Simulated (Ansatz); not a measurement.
## TlIO₃, space group Pm-3m: a displacement scan with seeded SCF runs

Run with Ansatz's Python interface.

`run_walk.py`:
```python
"""Move one atom of TlIO3 step by step, each SCF seeded by the last."""

import warnings

import ansatz as az
import numpy as np


def main() -> None:
    warnings.simplefilter("ignore", az.DeckWarning)

    vectors = np.array([
        [4.249667, 0.0, 0.0],
        [0.0, 4.249667, 0.0],
        [0.0, 0.0, 4.249667],
    ])
    xtal = (
        az.Lattice.of(vectors)
        .atom("Tl", (0.0, 0.0, 0.0))
        .atom("I", (0.5, 0.5, 0.5))
        .atom("O", (0.5, 0.0, 0.5))
        .atom("O", (0.5, 0.5, 0.0))
        .atom("O", (0.0, 0.5, 0.5))
    )

    start = np.array(xtal.resolved().sites[0].position)
    previous, rows = None, []
    for step in range(5):
        target = start + step * 0.005 * np.eye(3)[1]
        setup = (
            xtal.move(0, to=target).calculation()
            .kpoints(3, 3, 3)
            .occupations("fermi_dirac", width=0.01)
            .functional("r2scan")
            .forces()
        )
        session = setup.session()
        if previous is not None:
            session.seed_next_step(previous)
        previous = session.plan(retain="density").execute()
        summary = previous.report
        shift = float(np.linalg.norm((target - start) @ np.array(summary["lattice"]["cell_ang"])))
        rows.append((step, shift, summary["lagrangian_ev"], float(np.linalg.norm(summary["forces_ev_ang"][0])), summary["n_iterations"], summary["n_symmetry_ops"]))
    rows = [(row[0], row[1], 1000 * (row[2] - rows[0][2]), *row[3:]) for row in rows]
    print("          step         moved A          dE meV  force on it eV/A      iterations  symmetry operations")
    for row in rows:
        print(f"{str(row[0]):>14s}  {row[1]:14.4f}  {row[2]:14.3f}  {row[3]:16.4f}  {row[4]:14d}  {row[5]:19d}")


if __name__ == "__main__":
    main()
```

Output of `python run_walk.py`:
```text
          step         moved A          dE meV  force on it eV/A      iterations  symmetry operations
             0          0.0000           0.000            0.0000               7                   48
             1          0.0212           0.529            0.0500               6                    8
             2          0.0425           2.120            0.1000               6                    8
             3          0.0637           4.775            0.1503               6                    8
             4          0.0850           8.505            0.2011               6                    8
```

Notes:
- Energy and stress may still move on a finer k-point mesh.
- Spin-orbit coupling, which matters for elements this heavy, is left out.
- The structure comes from a database of computed cells and needn't be a stable or known phase.
- The first step keeps the crystal's symmetry; the moved atom lowers it.
- Run time: 20 s on 1 thread of Arm Neoverse V1, on a shared host, peak memory 0.52 GiB.

(Lines on the test bed's own set-up are left out of the output.)
